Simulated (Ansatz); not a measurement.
# C₃H₅F₃O: how energies converge with the basis set

How large a basis does C₃H₅F₃O need? Two functionals are run in growing sets.

Method: one geometry, several basis sets; program: Ansatz 0.2.0, Gaussian basis.

The runs, in order: PBE0-D4/def2-SVP; ωB97M-V/def2-SVP; PBE0-D4/def2-QZVPP; ωB97M-V/def2-QZVPP; the functionals' def2-TZVPP values are taken from earlier runs.

**1. Structure used throughout**

An earlier PBE0-D4 in a triple-zeta def2 set relaxation fixed the geometry.

SMILES `CC(F)(F)OCF`, 12 atoms, charge 0, spin multiplicity 1.

Atoms are counted from 1 here; the program's logs count them from 0.

Bond lengths: C1–C2 1.497 Å, C1–H8 1.089 Å, C1–H9 1.089 Å, C1–H10 1.089 Å, C2–F3 1.356 Å, C2–F4 1.364 Å, C2–O5 1.368 Å, O5–C6 1.392 Å, C6–F7 1.365 Å, C6–H11 1.090 Å, C6–H12 1.092 Å. Angles: C2–C1–H8 109.1°, C2–C1–H9 109.4°, C2–C1–H10 109.3°, H8–C1–H9 109.7°, H8–C1–H10 109.8°, H9–C1–H10 109.5°, C1–C2–F3 111.1°, C1–C2–F4 110.6°, C1–C2–O5 110.3°, F3–C2–F4 104.8°, F3–C2–O5 110.5°, F4–C2–O5 109.4°, C2–O5–C6 116.8°, O5–C6–F7 110.1°, O5–C6–H11 106.7°, O5–C6–H12 111.6°, F7–C6–H11 108.1°, F7–C6–H12 108.4° and more.

**2. PBE0-D4 in def2-SVP**

Input file in.yaml:

```yaml
crystal:
  periodic: [false, false, false]
  atoms:
    - {symbol: C, position_ang: [0.752039, -0.367026, 1.611912]}
    - {symbol: C, position_ang: [0.042766, -0.474675, 0.298184]}
    - {symbol: F, position_ang: [0.732529, -1.260471, -0.565440]}
    - {symbol: F, position_ang: [-1.161284, -1.097242, 0.451631]}
    - {symbol: O, position_ang: [-0.153561, 0.768723, -0.238300]}
    - {symbol: C, position_ang: [-0.681109, 0.821876, -1.525362]}
    - {symbol: F, position_ang: [0.326703, 0.894051, -2.442513]}
    - {symbol: H, position_ang: [0.878663, -1.364332, 2.030393]}
    - {symbol: H, position_ang: [0.162709, 0.245469, 2.292508]}
    - {symbol: H, position_ang: [1.726067, 0.094618, 1.457572]}
    - {symbol: H, position_ang: [-1.261734, 1.742603, -1.587953]}
    - {symbol: H, position_ang: [-1.286886, -0.058796, -1.748732]}
basis:
  gaussian: {orbitals: def2-SVP}
hamiltonian: {xc: pbe0, dispersion: d4}
output: {orbitals: {seedname: orbitals}}
```

Started as:

```sh
$ ansatz run in.yaml --threads 4 --pin off --events-out ev --progress --plain --max-ram 11315MiB
```

The runs that follow: ωB97M-V in def2-SVP; PBE0-D4 in def2-QZVPP; ωB97M-V in def2-QZVPP.

Before running them: what should the planned runs give, taken together? Wanted: PBE0-D4: double and triple zeta above quadruple; ωB97M-V: double and triple zeta above quadruple.

The runs gave:

```
                                       quantity           value
PBE0-D4: double and triple zeta above quadruple  16.57, 0.69 eV
ωB97M-V: double and triple zeta above quadruple  16.96, 0.66 eV
```

**Reading.** For PBE0-D4 the step from double to triple zeta gains 15.88 eV and the next only 0.69 eV. These are total energies; as a rule much of such shifts cancels in differences, which this series doesn't test. The LUMO of ωB97M-V is positive and keeps falling with the basis (3.93 to 2.02 eV): an unbound level that the basis holds in place.
